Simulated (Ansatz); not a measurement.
**CH₄BF₂N: basis-set convergence**

One table from this session's results is given with a row withheld; the runs are named, their logs left out.

The runs use Ansatz 0.2.0, Gaussian basis; one geometry, several basis sets.

Levels to be run: PBE0-D4/def2-SVP; ωB97M-V/def2-SVP; PBE0-D4/def2-QZVPP; ωB97M-V/def2-QZVPP; the functionals' def2-TZVPP values are taken from earlier runs.

## Structure used throughout

The geometry comes from an earlier relaxation with PBE0-D4 in a triple-zeta def2 set; it is a stationary point, not always the lowest conformer.

9 atoms, charge 0, spin multiplicity 1.

Atoms are counted from 1 here; the program's logs count them from 0.

Bond lengths: B1–C2 1.585 Å, B1–F5 1.390 Å, B1–H6 1.223 Å, B1–H7 1.240 Å, C2–N3 1.304 Å, C2–F4 1.307 Å, N3–H8 1.008 Å, N3–H9 1.009 Å. Angles: C2–B1–F5 112.6°, C2–B1–H6 107.2°, C2–B1–H7 96.9°, F5–B1–H6 116.2°, F5–B1–H7 114.2°, H6–B1–H7 108.0°, B1–C2–N3 125.1°, B1–C2–F4 122.3°, N3–C2–F4 112.3°, C2–N3–H8 117.8°, C2–N3–H9 122.2°, H8–N3–H9 119.8°.

The first run:

File in.yaml:

```yaml
crystal:
  periodic: [false, false, false]
  atoms:
    - {symbol: B, position_ang: [-0.009858, 1.106140, -0.450973]}
    - {symbol: C, position_ang: [0.398259, -0.379334, -0.079436]}
    - {symbol: N, position_ang: [-0.230787, -1.139273, 0.772592]}
    - {symbol: F, position_ang: [1.350986, -1.019706, -0.704481]}
    - {symbol: F, position_ang: [1.035064, 1.820133, -1.025409]}
    - {symbol: H, position_ang: [-0.517400, 1.600754, 0.545557]}
    - {symbol: H, position_ang: [-0.920647, 0.816302, -1.240434]}
    - {symbol: H, position_ang: [-0.963228, -0.720929, 1.323613]}
    - {symbol: H, position_ang: [-0.054091, -2.130289, 0.841870]}
basis:
  gaussian: {orbitals: def2-SVP}
hamiltonian: {xc: pbe0, dispersion: d4}
output: {orbitals: {seedname: orbitals}}
```

Command:

```sh
$ ansatz run in.yaml --threads 2 --pin off --events-out ev --progress --plain --max-ram 4352MiB
```

Steps of the session up to this table: PBE0-D4 in def2-SVP; ωB97M-V in def2-SVP; PBE0-D4 in def2-QZVPP; ωB97M-V in def2-QZVPP.

One of the session's tables, all rows but one given; the rest of the session is left out.

It belongs to the step «Functionals by basis». 

```
functional       basis  HOMO (eV)
   PBE0-D4    def2-SVP      -7.43
   PBE0-D4  def2-TZVPP          ?
   PBE0-D4  def2-QZVPP      -7.66
   ωB97M-V    def2-SVP      -9.64
   ωB97M-V  def2-TZVPP      -9.88
   ωB97M-V  def2-QZVPP      -9.92
```

Q: Estimate the row for PBE0-D4, def2-TZVPP from the others.

The run gave: HOMO (eV): -7.62. In the column «HOMO (eV)» it lies between PBE0-D4, def2-QZVPP (-7.66) and PBE0-D4, def2-SVP (-7.43).
